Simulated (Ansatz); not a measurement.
# AlB3P4: the cost of one run

Method: DFT PBE, scalar-relativistic, plane waves, PAW, in Ansatz 0.2.0.

### Step 1. The starting structure

It takes space group P-43m (No. 215, cubic). Conventional cell: a = 4.917 Å, b = 4.917 Å, c = 4.917 Å, α = 90.00°, β = 90.00°, γ = 90.00°. Around Al (site symmetry -43m) lie 4 P at 2.13 Å. B (site symmetry -42m) is surrounded by 4 P at 2.13 Å. Around P (site symmetry 3m) lie 1 Al at 2.13 Å and 3 B at 2.13 Å.

Structure file:

```
Al B P
1.0
     4.91740    0.00000    0.00000
     0.00000    4.91740    0.00000
     0.00000    0.00000    4.91740
Al B P
1 3 4
Direct
  0.50000 0.50000 0.50000
  0.00000 0.00000 0.50000
  0.00000 0.50000 0.00000
  0.50000 0.00000 0.00000
  0.25000 0.25000 0.25000
  0.25000 0.75000 0.75000
  0.75000 0.25000 0.75000
  0.75000 0.75000 0.25000
```

The start is an ordering of an alloy on its end members' structure types: elements ordered on the sites of the BP type, B/Al on B (P-43m, No. 215).

### Step 2. Probe: one point on a coarse mesh

input.yaml reads:

```yaml
crystal:
  lattice:
    - [4.91740276, 0.0, 0.0]
    - [0.0, 4.91740276, 0.0]
    - [0.0, 0.0, 4.91740276]
  atoms:
    - { symbol: Al, position: [0.5, 0.5, 0.5] }
    - { symbol: B, position: [0.0, 0.0, 0.5] }
    - { symbol: B, position: [0.0, 0.5, 0.0] }
    - { symbol: B, position: [0.5, 0.0, 0.0] }
    - { symbol: P, position: [0.25, 0.25, 0.25] }
    - { symbol: P, position: [0.25, 0.75, 0.75] }
    - { symbol: P, position: [0.75, 0.25, 0.75] }
    - { symbol: P, position: [0.75, 0.75, 0.25] }
basis:
  ecutwfc: 420
kpoints:
  mp_grid: { grid: [4, 4, 4] }
hamiltonian:
  xc: pbe
scf:
  occupations: { method: gaussian, width: 0.1 }
  lower_state_search: "off"
output:
  forces: true
  stress: true
  eigenvalues: true
```

Command:

```sh
$ ansatz run input.yaml --threads 1 --pin off --max-ram 2560MiB --backend cpu --events-out ev --progress --plain --runs-dir out
```

**Question.** How long does this run take on 1 thread of Intel Xeon at 2.70GHz, shared host, and how much memory does it need?

About 4.1 s, with a peak of 0.34 GiB.
